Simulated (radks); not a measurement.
# Ga³⁺ in [Ne] 3s1.5 3p6 3d10 4p0.5: an all-electron calculation

The task here is to estimate one member of a computed series from the others.

Program: radks (a radial shooting solver on a logarithmic mesh, Libxc functionals) version 1. Level of theory: Dirac Kohn-Sham, BLYP, spin-unpolarised, spherical densities, finite nucleus; open shells fill j = l - 1/2 first. These are calculated values, not measurements, unless marked.

## The atom as given

```
element            : gallium (Z = 31)
charge             : +3
electrons          : 28
configuration      : [Ne] 3s1.5 3p6 3d10 4p0.5
nuclear rms radius : 3.9973 fm
```

The first run:

Input:

```text
Z 31
configuration [Ne] 3s1.5 3p6 3d10 4p0.5 4s0 4d0 5p0 4f0
relativity Dirac
functional b88,lyp
spin unpolarised
j_filling energy
nucleus finite rms 3.9973 fm
c 137.035999084
```

One of the session's tables, all rows but one given; the rest of the session is left out.

It belongs to the step «Radial structure». Sizes of the orbitals, from the radial functions (bohr):

| level | <r> | outermost maximum (interpolated) | 90 % within | nodes |
| --- | --- | --- | --- | --- |
| 1s1/2 | ? | ? | ? | ? |
| 2s1/2 | 0.2176 | 0.182 | 0.337 | 1 |
| 2p1/2 | 0.1882 | 0.144 | 0.308 | 0 |
| 2p3/2 | 0.1917 | 0.147 | 0.313 | 0 |
| 3s1/2 | 0.6493 | 0.564 | 0.972 | 2 |
| 3p1/2 | 0.6673 | 0.560 | 1.03 | 1 |
| 3p3/2 | 0.6777 | 0.568 | 1.04 | 1 |
| 3d3/2 | 0.7641 | 0.527 | 1.29 | 0 |
| 3d5/2 | 0.7689 | 0.530 | 1.30 | 0 |
| 4s1/2 | 1.921 | 1.69 | 2.81 | 3 |
| 4p1/2 | 2.216 | 1.93 | 3.27 | 2 |
| 4p3/2 | 2.240 | 1.95 | 3.31 | 2 |
| 4d3/2 | 3.181 | 2.81 | 4.72 | 1 |
| 4d5/2 | 3.189 | 2.81 | 4.73 | 1 |

**Question.** Estimate the row for 1s1/2.

The run gave: <r>: 0.04859; outermost maximum (interpolated): 0.0318; 90 % within: 0.0868; nodes: 0. In the column «<r>» it is the lowest.
